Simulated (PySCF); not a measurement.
# Cl4H8O4Si: the cost of one run

Computed with PySCF 2.14.0; each step states its level. No surroundings beyond the atoms listed, unless a continuum is named. Atoms count from 0, parts from 1.

### 1 Starting point

17 atoms, charge 0, multiplicity 1; geometry: GFN2-xTB, MD frame. Parts: 1 = atoms 0–4, `Cl[Si](Cl)(Cl)Cl`, charge 0; 2 = atoms 5–7, `O`, charge 0; 3 = atoms 8–10, `O`, charge 0; 4 = atoms 11–13, `O`, charge 0; 5 = atoms 14–16, `O`, charge 0.

### 2 Shielding tensors: 375 fs

What the job is given:

```
{"job": {"kind": "nmr", "xc": "PBE0", "basis": "pcSseg-1", "pop": false}, "charge": 0, "multiplicity": 1, "parts": [{"atoms": "0-4", "charge": 0, "multiplicity": 1}, {"atoms": "5-7", "charge": 0, "multiplicity": 1}, {"atoms": "8-10", "charge": 0, "multiplicity": 1}, {"atoms": "11-13", "charge": 0, "multiplicity": 1}, {"atoms": "14-16", "charge": 0, "multiplicity": 1}]}
Cl    -1.042371    -4.512476    -2.031814
Si    -0.922502    -2.544712    -1.904609
Cl    -1.727426    -1.826920    -3.629179
Cl    -1.775017    -1.937419    -0.210180
Cl     0.998369    -1.789891    -1.884064
O     -0.555880     0.735917    -0.780233
H      0.393718     0.640010    -0.839843
H     -0.705491     1.537968    -1.290896
O     -0.878906     1.155517     2.087162
H     -0.841074     1.103199     1.107810
H     -1.729446     0.785541     2.368001
O      1.659123     2.480724     1.955062
H      0.737834     2.230624     1.990643
H      1.825166     3.100356     2.680163
O      2.301285     1.181289    -0.297856
H      2.597836     0.337032     0.079267
H      2.307744     1.807182     0.478992
```

Level: GIAO PBE0/pcSseg-1 NMR shielding, non-relativistic, gas phase.

Started as:

```bash
> OMP_NUM_THREADS=1 python cluster_run.py task.json out
```

This one command runs all jobs of the session in turn.

Q: Estimate the wall time and peak memory of this first job on 1 thread of Arm Neoverse V1, shared host.

About 52 s, with a peak of 1.1 GiB.
